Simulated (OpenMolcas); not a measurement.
**doublet [H2]−: levels of theory compared**

Aim: a comparison of 6 runs (UHF/STO-3G, U-r2SCAN/aug-cc-pVTZ, UB3LYP/aug-cc-pVTZ, UBHLYP/aug-cc-pVTZ, UM06-2X/aug-cc-pVTZ, UM06-L/aug-cc-pVTZ) of doublet [H2]−. 

The calculation is run with OpenMolcas 26.06.

## Step 1: The system as given

[H2]− has 2 atoms, charge -1, and is taken as a doublet. SMILES of the parent species: `[H][H]`. The coordinates come from a PBE0-D4/def2-TZVP relaxation. That shape belongs to the parent species and isn't relaxed for this state.

Bond lengths: H1–H2 0.746 Å.

## Step 2: A single-point energy at UHF/STO-3G (run 1)

Input file mol.inp:

```
&GATEWAY
 BasLib = $CurrDir
 Coord
 2
 angstrom
 H        0.319300      -0.099200       0.165500
 H       -0.319300       0.099200      -0.165500
 Basis = STO-3G
 Group = NoSym

&SEWARD

&SCF
 UHF
 Charge = -1
 Spin = 2
 Thresholds = 1e-10 1e-07 1e-07 1e-05
 PrOrbitals = 1 2
```

The basis set STO-3G is read from a file made from the Basis Set Exchange's data (not shown).

Command:

```console
export MOLCAS_MEM=1860
pymolcas mol.inp > mol.log
```

The log of the run:

```text
--- Start Module: gateway ---
[...]
--- Stop Module: gateway /rc=_RC_ALL_IS_WELL_ ---
--- Start Module: seward ---
[...]
      Basis functions            2
--- Stop Module: seward /rc=_RC_ALL_IS_WELL_ ---
--- Start Module: scf ---
[...]
       Convergence after   6 Iterations
[...]
 ###    WARNING: Warning:                                                    ###
 ###     The program may have converged to a solution                        ###
 ###    with partial occupation numbers!                                     ###
[...]
::    Total SCF energy                                 -0.4515751175
[...]
      Total spin, S                                     0.5000000000
[...]
      Total electronic charge=    3.000000
      Total            charge=   -1.000000
[...]
      Dipole Moment (debye):
      Origin of the operator (angstrom)=   -0.0000    0.0000   -0.0000
                   X= -4.9695E-16               Y=  2.7211E-16               Z= -3.6616E-16           Total=  6.7459E-16
      Center of Charge (angstrom)
[...]
--- Stop Module: scf /rc=_RC_ALL_IS_WELL_ ---
[...]
```

Run time: 1.3 s. Hardware: 1 thread of Arm Neoverse V2, shared host; peak memory 0.37 GiB.

## Step 3: A single-point energy at U-r2SCAN/aug-cc-pVTZ (run 2)

Input file geom.xyz:

```xyz
2

H      0.319300    -0.099200     0.165500
H     -0.319300     0.099200    -0.165500
```

Input file run.inp:

```
* H2 Kohn-Sham DFT
>>> EXPORT MOLCAS_PRINT=2

&GATEWAY
 BasLib=$CurrDir
 Coord=geom.xyz
 Basis=aug-cc-pVTZ
 Group=NoSym

&SEWARD
 GridInput
 Grid=UltraFine
 End of Grid

&SCF
 UHF
 Charge=-1
 Spin=2
 KSDFT=2
 1.0 MGGA_X_R2SCAN
 1.0 MGGA_C_R2SCAN
 Thresholds=1e-10 1e-07 1e-07 1e-05
 PrOrbitals=1
```

The basis set aug-cc-pVTZ is read from a file made from the Basis Set Exchange's data (not shown).

Command:

```console
export MOLCAS_MEM=1860
pymolcas run.inp > run.log
```

The log of the run:

```text
--- Start Module: gateway ---
[...]
--- Stop Module: gateway /rc=_RC_ALL_IS_WELL_ ---
--- Start Module: seward ---
[...]
      Basis functions           46
--- Stop Module: seward /rc=_RC_ALL_IS_WELL_ ---
--- Start Module: scf ---
[...]
       Convergence after  15 Iterations
[...]
::    Total KS-DFT energy                              -1.1293289380
[...]
      Total spin, S                                     0.5000477541
[...]
      Total electronic charge=    3.000000
      Total            charge=   -1.000000
[...]
      Dipole Moment (debye):
      Origin of the operator (angstrom)=   -0.0000    0.0000   -0.0000
                   X= -6.5482E-10               Y=  1.8238E-10               Z= -3.1933E-10           Total=  7.5101E-10
      Center of Charge (angstrom)
[...]
--- Stop Module: scf /rc=_RC_ALL_IS_WELL_ ---
[...]
```

Wall time 9 s (1 thread of Arm Neoverse V2, shared host); peak memory 0.38 GiB.

Runs 3 to 4 aren't shown in full; the table further down has their settings and results.

## Step 4: A single-point energy at UM06-2X/aug-cc-pVTZ (run 5)

Input file job.input:

```
&GATEWAY
  BasLib = $CurrDir
  Coord
  2
  angstrom
  H        0.319300      -0.099200       0.165500
  H       -0.319300       0.099200      -0.165500
  Basis = aug-cc-pVTZ
  Group = NoSym

&SEWARD
  GridInput
  Grid=UltraFine
  End of Grid

&SCF
  UHF
  Charge = -1
  Spin = 2
  KSDFT = M062X
  Thresholds = 1e-10 1e-07 1e-07 1e-05
  PrOrbitals = 1 1
```

The basis set aug-cc-pVTZ is read from a file made from the Basis Set Exchange's data (not shown).

Command:

```console
export MOLCAS_MEM=1860
pymolcas job.input > job.log
```

The log of the run:

```text
--- Start Module: gateway ---
[...]
--- Stop Module: gateway /rc=_RC_ALL_IS_WELL_ ---
--- Start Module: seward ---
[...]
      Basis functions           46
--- Stop Module: seward /rc=_RC_ALL_IS_WELL_ ---
--- Start Module: scf ---
[...]
       Convergence after  18 Iterations
[...]
::    Total KS-DFT energy                              -1.1228662610
[...]
      Total spin, S                                     0.5001893960
[...]
      Total electronic charge=    3.000000
      Total            charge=   -1.000000
[...]
      Dipole Moment (debye):
      Origin of the operator (angstrom)=   -0.0000    0.0000   -0.0000
                   X= -4.7470E-08               Y=  1.4748E-08               Z= -2.4605E-08           Total=  5.5465E-08
      Center of Charge (angstrom)
[...]
--- Stop Module: scf /rc=_RC_ALL_IS_WELL_ ---
[...]
```

Wall time 11 s (1 thread of Arm Neoverse V2, shared host); peak memory 0.38 GiB.

## Step 5: The energy at UM06-L/aug-cc-pVTZ (run 6)

Input file calc.input:

```
&gateway
  baslib = $CurrDir
  coord
  2
  angstrom
  H        0.319300      -0.099200       0.165500
  H       -0.319300       0.099200      -0.165500
  basis = aug-cc-pVTZ
  group = NoSym

&seward
  gridinput
  Grid=UltraFine
  End of Grid

&scf
  uhf
  charge = -1
  spin = 2
  ksdft = M06L
  thresholds = 1e-10 1e-07 1e-07 1e-05
  prorbitals = 1 2
```

The basis set aug-cc-pVTZ is read from a file made from the Basis Set Exchange's data (not shown).

Command:

```console
export MOLCAS_MEM=1860
pymolcas calc.input > calc.log
```

The log of the run:

```text
--- Start Module: gateway ---
[...]
--- Stop Module: gateway /rc=_RC_ALL_IS_WELL_ ---
--- Start Module: seward ---
[...]
      Basis functions           46
--- Stop Module: seward /rc=_RC_ALL_IS_WELL_ ---
--- Start Module: scf ---
[...]
       Convergence after  48 Iterations
[...]
::    Total KS-DFT energy                              -1.1257174324
[...]
      Total spin, S                                     0.5002965865
[...]
      Total electronic charge=    3.000000
      Total            charge=   -1.000000
[...]
      Dipole Moment (debye):
      Origin of the operator (angstrom)=   -0.0000    0.0000   -0.0000
                   X=  9.8267E-06               Y= -3.0540E-06               Z=  5.0942E-06           Total=  1.1482E-05
      Center of Charge (angstrom)
[...]
--- Stop Module: scf /rc=_RC_ALL_IS_WELL_ ---
[...]
```

Run time: 26 s. Hardware: 1 thread of Arm Neoverse V2, shared host; peak memory 0.38 GiB.

## Step 6: Overview of the runs

```csv
run,level,integration grid,energy (Eh),HOMO energy (eV),LUMO energy (eV),⟨S²⟩,wall time
1,UHF/STO-3G,–,-0.451575,18.09,37.04,0.750,1.3 s
2,U-r2SCAN/aug-cc-pVTZ,UltraFine,-1.129329,2.36,2.99,0.750,9 s
3,UB3LYP/aug-cc-pVTZ,UltraFine,-1.141436,2.12,3.10,0.750,6.3 s
4,UBHLYP/aug-cc-pVTZ,UltraFine,-1.124653,1.92,3.60,0.750,6.3 s
5,UM06-2X/aug-cc-pVTZ,UltraFine,-1.122866,2.11,–,0.750,11 s
6,UM06-L/aug-cc-pVTZ,UltraFine,-1.125717,2.40,3.14,0.751,26 s
```

## Step 7: Outcome

```
                                 quantity        value
                      run 6: total energy  -1.12572 Eh
run 6: HOMO energy (highest over α and β)      2.40 eV
 run 6: LUMO energy (lowest over α and β)      3.14 eV
                              run 6: ⟨S²⟩        0.751
```

Totals of different functionals can't be ranked against each other. In runs 1, 2, 3, 4, 5, 6 the HOMO lies above zero, so the outermost electron may be held by the basis alone. In run 1 the basis is minimal, so the values are rough. All runs together took 60 s, the longest 26 s.
